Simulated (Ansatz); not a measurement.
# LaPb3: the cost of one run

Method: DFT PBEsol, scalar-relativistic, in Ansatz 0.2.0.

## Step 1: Starting point

Symmetry: Pm-3m, No. 221, cubic system. The conventional cell has a = 4.906 Å, b = 4.906 Å, c = 4.906 Å, α = 90.00°, β = 90.00°, γ = 90.00°. La (site symmetry m-3m) is surrounded by 12 Pb at 3.47 Å. Around Pb (site symmetry 4/mmm) lie 4 La at 3.47 Å and 8 Pb at 3.47 Å.

As a file:

```cif
data_structure
_symmetry_space_group_name_H-M 'P 1'
_symmetry_Int_Tables_number 1
_cell_length_a 4.9060
_cell_length_b 4.9060
_cell_length_c 4.9060
_cell_angle_alpha 90.000
_cell_angle_beta 90.000
_cell_angle_gamma 90.000
_cell_volume 118.08
loop_
_atom_site_label
_atom_site_type_symbol
_atom_site_fract_x
_atom_site_fract_y
_atom_site_fract_z
_atom_site_occupancy
La1 La 0.00000 0.00000 0.00000 1
Pb1 Pb 0.00000 0.50000 0.50000 1
Pb2 Pb 0.50000 0.00000 0.50000 1
Pb3 Pb 0.50000 0.50000 0.00000 1
```

Atoms are numbered in the order of the input: La1, Pb2, Pb3, Pb4.

## Step 2: Volume × 0.94, LAPW

input.yaml

```yaml
crystal:
  lattice:
    - [4.8058494494, 0.0, 0.0]
    - [0.0, 4.8058494494, 0.0]
    - [0.0, 0.0, 4.8058494494]
  atoms:
    - { symbol: La, position: [0.0, 0.0, 0.0] }
    - { symbol: Pb, position: [0.0, 0.5, 0.5] }
    - { symbol: Pb, position: [0.5, 0.0, 0.5] }
    - { symbol: Pb, position: [0.5, 0.5, 0.0] }
kpoints:
  mp_grid: { grid: [7, 7, 7] }
  band_path:
    path:
      - [0.0, 0.0, 0.0]
      - [0.0, 0.5, 0.0]
      - [0.5, 0.5, 0.0]
      - [0.0, 0.0, 0.0]
      - [0.5, 0.5, 0.5]
      - [0.0, 0.5, 0.0]
      - [0.5, 0.5, 0.5]
      - [0.5, 0.5, 0.0]
    npoints: 5
scf:
  occupations: { method: fermi_dirac, width: 0.05 }
hamiltonian:
  xc: pbesol
  pseudopotentials: { kind: all_electron, lapw: { basis_error: 0.001 } }
output:
  forces: true
  stress: true
  eigenvalues: true
```

Started as:

```bash
ansatz run input.yaml --threads 1 --pin off --max-ram 4096MiB --backend cpu --events-out ev --progress --plain --runs-dir out
```

Q: Estimate wall time and peak memory on 1 thread of Arm Neoverse V1, shared host.

About 62 s, with a peak of 0.48 GiB.
